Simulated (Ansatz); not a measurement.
**BF₂H₅Si₂: basis-set convergence**

An exercise on one series of results from a longer session: the logs are not shown, and one member is left open.

The runs use Ansatz 0.2.0, Gaussian basis; one geometry, several basis sets.

The runs, in order: PBE0-D4/def2-SVP; ωB97M-V/def2-SVP; PBE0-D4/def2-QZVPP; ωB97M-V/def2-QZVPP; the functionals' def2-TZVPP values are taken from earlier runs.

### Structure used throughout

All runs share one geometry, relaxed beforehand with PBE0-D4 in a triple-zeta def2 set.

SMILES `B[Si](F)(F)[SiH3]`, 10 atoms, charge 0, spin multiplicity 1.

Atoms are counted from 1 here; the program's logs count them from 0.

Bond lengths: B1–Si2 2.008 Å, B1–H6 1.195 Å, B1–H7 1.194 Å, Si2–F3 1.601 Å, Si2–F4 1.601 Å, Si2–Si5 2.360 Å, Si5–H8 1.488 Å, Si5–H9 1.487 Å, Si5–H10 1.487 Å. Angles: Si2–B1–H6 120.7°, Si2–B1–H7 120.8°, H6–B1–H7 118.2°, B1–Si2–F3 111.4°, B1–Si2–F4 111.4°, B1–Si2–Si5 112.2°, F3–Si2–F4 105.4°, F3–Si2–Si5 108.0°, F4–Si2–Si5 108.1°, Si2–Si5–H8 109.6°, Si2–Si5–H9 109.8°, Si2–Si5–H10 109.7°, H8–Si5–H9 109.5°, H8–Si5–H10 108.7°, H9–Si5–H10 109.5°.

Set-up of the first run:

Input file in.yaml:

```yaml
crystal:
  periodic: [false, false, false]
  atoms:
    - {symbol: B, position_ang: [-0.791687, 1.034164, -1.523692]}
    - {symbol: Si, position_ang: [-0.346988, -0.642260, -0.511803]}
    - {symbol: F, position_ang: [-1.668474, -1.455984, -0.119866]}
    - {symbol: F, position_ang: [0.522204, -1.648620, -1.402807]}
    - {symbol: Si, position_ang: [0.852254, -0.196814, 1.471422]}
    - {symbol: H, position_ang: [-0.013725, 1.503407, -2.299218]}
    - {symbol: H, position_ang: [-1.790345, 1.644886, -1.286003]}
    - {symbol: H, position_ang: [0.060659, 0.714861, 2.340353]}
    - {symbol: H, position_ang: [1.116160, -1.467694, 2.196449]}
    - {symbol: H, position_ang: [2.142945, 0.463053, 1.138167]}
basis:
  gaussian: {orbitals: def2-SVP}
hamiltonian: {xc: pbe0, dispersion: d4}
output: {orbitals: {seedname: orbitals}}
```

Among the steps run: PBE0-D4 in def2-SVP; ωB97M-V in def2-SVP; PBE0-D4 in def2-QZVPP; ωB97M-V in def2-QZVPP.

One table of the session follows, with a row left open; its other results are not shown here.

It belongs to the step «Functionals by basis». 

| functional | basis | HOMO (eV) | LUMO (eV) |
| --- | --- | --- | --- |
| PBE0-D4 | def2-SVP | -7.89 | -3.05 |
| PBE0-D4 | def2-TZVPP | -7.91 | -3.09 |
| PBE0-D4 | def2-QZVPP | -7.92 | -3.10 |
| ωB97M-V | def2-SVP | -9.87 | -1.01 |
| ωB97M-V | def2-TZVPP | ? | ? |
| ωB97M-V | def2-QZVPP | -9.95 | -1.17 |

Estimate the missing values for ωB97M-V, def2-TZVPP.

As computed: HOMO (eV): -9.93; LUMO (eV): -1.14. In the column «HOMO (eV)» it lies between ωB97M-V, def2-QZVPP (-9.95) and ωB97M-V, def2-SVP (-9.87).
